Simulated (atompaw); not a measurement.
# A PAW (atompaw) potential for neon, from input to tests

Do these settings give a usable potential? It is generated, then checked for scattering, ghosts and hardness.

Program: atompaw 4.2.0.5. Reference atom: PBE, scalar-relativistic, spherical and spin-unpolarised. All values are calculated.

### Step 1. The atom and the settings

Typed settings, in words:

* element: neon (Ne, Z = 10)
* type: PAW
* frozen core: [He]
* valence charge: 8
* reference configuration: 2s2 2p4 (charge +2)
* partial waves: 2s (bound): rc 0.60 bohr; 2s channel at -3.95 Ry: rc 0.60 bohr; 2p (bound): rc 0.95 bohr; 2p channel at -1.8 Ry: rc 0.95 bohr; 3d channel at 0.2 Ry: rc 0.95 bohr; 3d channel at 1.35 Ry: rc 0.95 bohr
* local potential: bessel scheme, radius 0.65 bohr
* core correction: smooth core density matched at 0.90 bohr
* augmentation charge: besselshape compensation charge, radius 0.75 bohr; PAW radius 0.95 bohr; waves and projectors: custom polynom gramschmidtortho

The outer shells as boxes (Hund's rule for the drawing; the calculation is spin-unpolarised):

```
[He] core
2s [↑↓]
2p [↑↓][↑ ][↑ ]
```

An earlier all-electron run gives the scale for the radii.

All-electron outer shells of the reference configuration (PBE, scalar-relativistic, ld1.x):

```json
{"shell": "2s", "level (eV)": "-78.13", "outermost node (bohr)": "0.22", "outermost maximum (bohr)": "0.66"}
{"shell": "2p", "level (eV)": "-54.82", "outermost node (bohr)": "–", "outermost maximum (bohr)": "0.58"}
{"shell": "3d", "level (eV)": "-7.45", "outermost node (bohr)": "–", "outermost maximum (bohr)": "3.19"}
{"shell": "4f", "level (eV)": "-3.46", "outermost node (bohr)": "–", "outermost maximum (bohr)": "7.75"}
```

### Step 2. Generating the potential

File Ne.input:

```
Ne 10
GGA-PBE scalarrelativistic loggrid 1500 logderivrange -8 5 326
2 2 0 0 0 0
2 1 4
0 0 0
c
v
v
2
0.95 0.75 0.65 0.90
y
-3.95
n
y
-1.8
n
y
0.2
y
1.35
n
custom polynom gramschmidtortho besselshape
bessel
0.60
0.60
0.95
0.95
0.95
0.95
PWSCFOUT
UPFDX 0.0125d0 UPFXMIN -7.d0 UPFZMESH 10.d0
END
```

Run with:

```bash
$ atompaw < Ne.input > Ne.log
```

**Question.** What will these runs give? Wanted: cutoffs for 10 and 1 mRy, occupied levels; bound ghosts; largest phase difference near zero energy, channels read; lowest eigenvalue of the overlap; share of valence orbitals outside the PAW sphere; UPF file.

**Answer**, as computed:

| quantity | value |
| --- | --- |
| cutoffs for 10 and 1 mRy, occupied levels | 140 Ry and 230 Ry |
| bound ghosts | none found |
| largest phase difference near zero energy, channels read | 0.000 rad |
| lowest eigenvalue of the overlap (Bessel basis) | 0.482 (s) |
| share of valence orbitals outside the PAW sphere | 2s 31 %, 2p 30 % |
| UPF file | written |

It counts as very hard, with 140 Ry needed at the looser tolerance. The slowest occupied level is 2s: taken alone it needs 160 Ry to come within 1 mRy, against 120 Ry for 2p. It is free of bound ghosts as far as tested. Near zero energy the phases of the channels with partial waves agree within 0.001 rad. All of this concerns the isolated atom, not yet a solid.
